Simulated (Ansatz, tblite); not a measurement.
# C40H32: rung by rung

How do method and basis change the picture of C40H32 (singlet)?

The runs use Ansatz 0.2.0, Gaussian basis; as each input shows.

Levels to be run: GFN1-xTB, GFN2-xTB, PBE-D4/def2-SVP, r2SCAN-D4/def2-SVP.

1 further run of the same task is left out (set aside as unsound or not needed). Runs told in other sessions of the task aren't counted.

**1. The geometry**

The singlet was relaxed beforehand with PBE-D4/def2-SVP.

SMILES `[H]/C=C/c1ccc(/C=C/c2ccc(/C=C/c3ccc(/C=C/c4ccc(/C=C/c5ccccc5)cc4)cc3)cc2)cc1`, 72 atoms, charge 0, spin multiplicity 1.

Bond lengths: H1–C2 1.101 Å, C2–C3 1.352 Å, C2–H42 1.102 Å, C3–C4 1.467 Å, C3–H43 1.105 Å, C4–C5 1.414 Å, C4–C41 1.419 Å, C5–C6 1.396 Å, C5–H44 1.101 Å, C6–C7 1.417 Å, C6–H45 1.101 Å, C7–C8 1.457 Å, C7–C40 1.421 Å, C8–C9 1.365 Å, C8–H46 1.103 Å, C9–C10 1.456 Å, C9–H47 1.103 Å, C10–C11 1.422 Å and more. Angles: H1–C2–C3 120.7°, H1–C2–H42 116.8°, C3–C2–H42 122.6°, C2–C3–C4 127.5°, C2–C3–H43 117.9°, C4–C3–H43 114.5°, C3–C4–C5 119.5°, C3–C4–C41 123.2°, C5–C4–C41 117.3°, C4–C5–C6 121.4°, C4–C5–H44 119.0°, C6–C5–H44 119.7°, C5–C6–C7 121.4°, C5–C6–H45 119.7°, C7–C6–H45 118.9°, C6–C7–C8 119.3°, C6–C7–C40 117.1°, C8–C7–C40 123.6° and more.

PBE0-D4/def2-SVP was run before; its log isn't repeated, and its numbers join the tables.

**2. GFN1-xTB**

Tight binding, by tblite at 300 K electronic temperature and without a spin-polarisation term:

```python
tblite.interface.Calculator('GFN1-xTB', numbers, positions, charge=0, uhf=0).singlepoint()
```

Energy -2766.3554 eV, HOMO -10.60 eV, LUMO -8.92 eV; 0.21 s.

**3. GFN2-xTB**

Tight binding, by tblite at 300 K electronic temperature and without a spin-polarisation term:

```python
tblite.interface.Calculator('GFN2-xTB', numbers, positions, charge=0, uhf=0).singlepoint()
```

Energy -2770.5257 eV, HOMO -9.59 eV, LUMO -7.89 eV; 0.17 s.

**4. PBE-D4/def2-SVP**

start.molden holds the orbitals of an earlier run on this state, given as this run's starting guess.

Input file in.yaml:

```yaml
crystal:
  periodic: [false, false, false]
  atoms:
    - {symbol: H, position_ang: [-17.137112, -0.007190, -0.967594]}
    - {symbol: C, position_ang: [-16.046116, 0.099058, -1.066573]}
    - {symbol: C, position_ang: [-15.235254, -0.096580, -0.002872]}
    - {symbol: C, position_ang: [-13.771783, -0.004729, 0.033991]}
    - {symbol: C, position_ang: [-13.087213, -0.275312, 1.241369]}
    - {symbol: C, position_ang: [-11.694828, -0.206919, 1.318275]}
    - {symbol: C, position_ang: [-10.908740, 0.135049, 0.190402]}
    - {symbol: C, position_ang: [-9.457630, 0.173975, 0.318349]}
    - {symbol: C, position_ang: [-8.552497, 0.432274, -0.670115]}
    - {symbol: C, position_ang: [-7.101914, 0.450049, -0.544140]}
    - {symbol: C, position_ang: [-6.416797, 0.236086, 0.683394]}
    - {symbol: C, position_ang: [-5.028807, 0.241900, 0.750303]}
    - {symbol: C, position_ang: [-4.230133, 0.462127, -0.405727]}
    - {symbol: C, position_ang: [-2.774589, 0.460732, -0.389382]}
    - {symbol: C, position_ang: [-1.968729, 0.300304, 0.701503]}
    - {symbol: C, position_ang: [-0.514095, 0.268493, 0.721625]}
    - {symbol: C, position_ang: [0.293348, 0.364455, -0.445246]}
    - {symbol: C, position_ang: [1.680371, 0.310064, -0.374260]}
    - {symbol: C, position_ang: [2.354882, 0.156555, 0.868457]}
    - {symbol: C, position_ang: [3.802082, 0.072450, 0.996389]}
    - {symbol: C, position_ang: [4.718730, 0.067004, -0.015744]}
    - {symbol: C, position_ang: [6.165309, -0.033553, 0.116720]}
    - {symbol: C, position_ang: [6.839378, -0.100850, 1.363342]}
    - {symbol: C, position_ang: [8.226262, -0.206576, 1.425962]}
    - {symbol: C, position_ang: [9.028747, -0.252191, 0.255019]}
    - {symbol: C, position_ang: [10.475526, -0.368593, 0.389015]}
    - {symbol: C, position_ang: [11.389700, -0.429578, -0.620160]}
    - {symbol: C, position_ang: [12.840571, -0.546118, -0.487917]}
    - {symbol: C, position_ang: [13.508552, -0.610610, 0.761637]}
    - {symbol: C, position_ang: [14.900331, -0.721858, 0.828372]}
    - {symbol: C, position_ang: [15.669825, -0.772037, -0.348119]}
    - {symbol: C, position_ang: [15.027791, -0.709908, -1.594611]}
    - {symbol: C, position_ang: [13.633643, -0.598728, -1.661347]}
    - {symbol: C, position_ang: [8.355385, -0.180549, -0.991527]}
    - {symbol: C, position_ang: [6.968679, -0.073310, -1.054483]}
    - {symbol: C, position_ang: [1.550058, 0.071832, 2.032606]}
    - {symbol: C, position_ang: [0.158874, 0.124019, 1.961145]}
    - {symbol: C, position_ang: [-4.913304, 0.683474, -1.628095]}
    - {symbol: C, position_ang: [-6.306232, 0.680418, -1.694609]}
    - {symbol: C, position_ang: [-11.599088, 0.413913, -1.020155]}
    - {symbol: C, position_ang: [-12.986569, 0.347689, -1.094436]}
    - {symbol: H, position_ang: [-15.661681, 0.360080, -2.066011]}
    - {symbol: H, position_ang: [-15.703351, -0.356586, 0.963769]}
    - {symbol: H, position_ang: [-13.669704, -0.550232, 2.134793]}
    - {symbol: H, position_ang: [-11.189700, -0.428823, 2.271610]}
    - {symbol: H, position_ang: [-9.081814, -0.044956, 1.332393]}
    - {symbol: H, position_ang: [-8.927114, 0.640213, -1.686993]}
    - {symbol: H, position_ang: [-6.991616, 0.059688, 1.604611]}
    - {symbol: H, position_ang: [-4.544008, 0.064574, 1.721639]}
    - {symbol: H, position_ang: [-2.303704, 0.602677, -1.377142]}
    - {symbol: H, position_ang: [-2.442005, 0.174602, 1.690251]}
    - {symbol: H, position_ang: [-0.183800, 0.479402, -1.429769]}
    - {symbol: H, position_ang: [2.263129, 0.388415, -1.303989]}
    - {symbol: H, position_ang: [4.165563, -0.007772, 2.035119]}
    - {symbol: H, position_ang: [4.355968, 0.132176, -1.055823]}
    - {symbol: H, position_ang: [6.263864, -0.068736, 2.300279]}
    - {symbol: H, position_ang: [8.721508, -0.257946, 2.408725]}
    - {symbol: H, position_ang: [10.837007, -0.409526, 1.430854]}
    - {symbol: H, position_ang: [11.027874, -0.388415, -1.661788]}
    - {symbol: H, position_ang: [12.927599, -0.572623, 1.695042]}
    - {symbol: H, position_ang: [15.395345, -0.770384, 1.810406]}
    - {symbol: H, position_ang: [16.765248, -0.859490, -0.290670]}
    - {symbol: H, position_ang: [15.618309, -0.748909, -2.522671]}
    - {symbol: H, position_ang: [13.134107, -0.550842, -2.642011]}
    - {symbol: H, position_ang: [8.931469, -0.209236, -1.928282]}
    - {symbol: H, position_ang: [6.473572, -0.020514, -2.037254]}
    - {symbol: H, position_ang: [2.041525, -0.045132, 3.011335]}
    - {symbol: H, position_ang: [-0.437427, 0.049054, 2.884176]}
    - {symbol: H, position_ang: [-4.324502, 0.860176, -2.542121]}
    - {symbol: H, position_ang: [-6.805855, 0.854152, -2.660749]}
    - {symbol: H, position_ang: [-11.031112, 0.692781, -1.919953]}
    - {symbol: H, position_ang: [-13.481293, 0.575382, -2.050550]}
basis:
  gaussian: {orbitals: def2-SVP, fitting: {mean_field: def2-universal-jkfit}, initial_orbitals: start.molden}
hamiltonian: {xc: pbe, dispersion: d4}
scf: {omitted_lower_state_checks: [starts]}
output: {forces: true, orbitals: {seedname: orbitals}}
```

The run is started by

```bash
$ ansatz run in.yaml --threads 2 --pin off --events-out ev --progress --plain --max-ram 22528MiB --backend cuda --devices 0, --max-vram 18GiB
```

Further steps of the session: r2SCAN-D4/def2-SVP.

Q: Predict the results of all the runs planned. Wanted: gap in def2-SVP, named functionals, smallest and largest; binding an atom, functionals in def2-SVP.

**Answer**, as computed:

| quantity | value |
| --- | --- |
| gap in def2-SVP, named functionals, smallest and largest | 1.63 eV (PBE-D4), 2.92 eV (PBE0-D4) |
| binding an atom, functionals in def2-SVP | 5.30 (r2SCAN-D4) to 5.48 eV (PBE-D4) |

In words: Orbital gaps of the named functionals in def2-SVP span 1.63 eV (PBE-D4) to 2.92 eV (PBE0-D4); exact exchange widens it.
